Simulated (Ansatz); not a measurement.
# H3SSn: the cost of one run

Program: Ansatz 0.2.0. Level of theory: UKS revPBE/def2-SVP. These are calculated values, not measurements.

**1. The starting structure**

Bond lengths: S1–Sn2 2.469 Å, S1–H3 1.414 Å, Sn2–H4 1.672 Å, Sn2–H5 1.748 Å. Angles: S1–Sn2–H4 110.2°, S1–Sn2–H5 109.9°, H4–Sn2–H5 109.5°, Sn2–S1–H3 89.0°.

Coordinates:

```xyz
5

S     1.0378   -0.8553    1.1280
Sn   -0.0511    0.3995   -0.6984
H     0.3205   -2.0081    0.7315
H    -1.7144    0.3189   -0.5438
H     0.4570    2.0714   -0.6587
```

**2. End point A**

The input, input.yaml:

```yaml
crystal:
  periodic: [false, false, false]
  atoms:
    - { symbol: S, position_ang: [1.0378, -0.8553, 1.128] }
    - { symbol: Sn, position_ang: [-0.0511, 0.3995, -0.6984] }
    - { symbol: H, position_ang: [0.3205, -2.0081, 0.7315] }
    - { symbol: H, position_ang: [-1.7144, 0.3189, -0.5438] }
    - { symbol: H, position_ang: [0.457, 2.0714, -0.6587] }
magnetization:
  spin_polarized: true
  initial_magnetization: 1
basis:
  gaussian: { orbitals: def2-SVP }
hamiltonian:
  xc: revpbe
relax:
  f_tol: 0.015
  max_steps: 40
output:
  orbitals: {}
```

Command:

```
> ansatz run input.yaml --threads 1 --pin off --max-ram 2048MiB --backend cpu --events-out ev --progress --plain --runs-dir out
```

Q: Estimate wall time and peak memory on 1 thread of an x86-64 CPU, shared host.

About 15 s, with a peak of 0.16 GiB.
